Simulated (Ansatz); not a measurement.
# H4C: the cost of one run

All numbers below are computed with Ansatz 0.2.0 (DFT PBE+D3(BJ), plane waves, PAW, scalar-relativistic, no spin polarisation).

### 1 The system as given

The cell holds 40 atoms (C8H32): a = 7.873 Å, b = 7.873 Å, c = 7.873 Å, α = 90.00°, β = 90.00°, γ = 90.00°.

The coordinates stand in the first input below.

### 2 Preparing the start

Contents of input.yaml:

```yaml
accuracy: low
crystal:
  lattice:
    - [7.872994, 0.0, 0.0]
    - [0.0, 7.872994, 0.0]
    - [0.0, 0.0, 7.872994]
  atoms:
    - { symbol: C, position: [0.4305587, 1.0350967, 0.6362633] }
    - { symbol: C, position: [0.517065, 0.8727959, 0.5757139] }
    - { symbol: H, position: [0.3160499, 1.0614868, 0.5623756] }
    - { symbol: H, position: [0.3934055, 1.0253876, 0.7696555] }
    - { symbol: H, position: [0.514972, 1.1445859, 0.623829] }
    - { symbol: H, position: [0.6315738, 0.8464059, 0.6496016] }
    - { symbol: H, position: [0.4326517, 0.7633067, 0.5881481] }
    - { symbol: H, position: [0.5542182, 0.882505, 0.4423217] }
    - { symbol: C, position: [0.1904387, 0.7084249, 0.4265775] }
    - { symbol: C, position: [0.3096933, 0.6724255, 0.278343] }
    - { symbol: H, position: [0.1958343, 0.6069205, 0.5211071] }
    - { symbol: H, position: [0.2239057, 0.8271679, 0.4902026] }
    - { symbol: H, position: [0.0588692, 0.7191716, 0.3836581] }
    - { symbol: H, position: [0.3042977, 0.7739299, 0.1838133] }
    - { symbol: H, position: [0.4412629, 0.6616788, 0.3212624] }
    - { symbol: H, position: [0.2762263, 0.5536825, 0.2147178] }
    - { symbol: C, position: [0.492313, 0.3257803, 0.073267] }
    - { symbol: C, position: [0.6664131, 0.2579128, 0.1240044] }
    - { symbol: H, position: [0.50361, 0.4431532, 2.71e-05] }
    - { symbol: H, position: [0.4233969, 0.2338785, -0.0046607] }
    - { symbol: H, position: [0.4145895, 0.3530683, 0.1849922] }
    - { symbol: H, position: [0.6551162, 0.1405399, 0.1972443] }
    - { symbol: H, position: [0.7441367, 0.2306247, 0.0122792] }
    - { symbol: H, position: [0.7353293, 0.3498145, 0.2019321] }
    - { symbol: C, position: [0.9668898, 0.2681346, 0.5850947] }
    - { symbol: C, position: [1.015998, 0.2100135, 0.4070457] }
    - { symbol: H, position: [0.9125492, 0.3958481, 0.5829806] }
    - { symbol: H, position: [0.8727175, 0.1831304, 0.6414327] }
    - { symbol: H, position: [1.0772268, 0.2706078, 0.6692834] }
    - { symbol: H, position: [1.0703386, 0.0823001, 0.4091598] }
    - { symbol: H, position: [0.905661, 0.2075404, 0.322857] }
    - { symbol: H, position: [1.1101703, 0.2950177, 0.3507078] }
    - { symbol: H, position: [0.1847383, 0.3981632, 0.1002647] }
    - { symbol: H, position: [0.2275893, 0.3282118, 0.0551249] }
    - { symbol: H, position: [0.7815337, -0.020735, 0.4757235] }
    - { symbol: H, position: [0.7768921, 0.0245528, 0.3939038] }
    - { symbol: H, position: [0.1305895, 0.7453763, 0.9548542] }
    - { symbol: H, position: [0.124464, 0.7437379, 0.861437] }
    - { symbol: H, position: [0.2042048, 0.1431218, 0.9356234] }
    - { symbol: H, position: [0.258742, 0.1522868, 0.8600674] }
basis:
  ecutwfc: 420.0
kpoints:
  mp_grid: { grid: [1, 1, 1] }
hamiltonian:
  xc: pbe
  dispersion: d3bj
scf:
  occupations: { method: fermi_dirac, width: 0.05 }
  lower_state_search: "off"
relax:
  f_tol: 0.3
  max_steps: 15
  adjacent_minimum: "off"
```

On the command line:

```bash
ansatz run input.yaml --threads 1 --pin off --max-ram 3072MiB --backend cpu --events-out ev --progress --plain --runs-dir out
```

Q: Estimate wall time and peak memory on 1 thread of Arm Neoverse V2, shared host.

About 18 s, with a peak of 0.42 GiB.
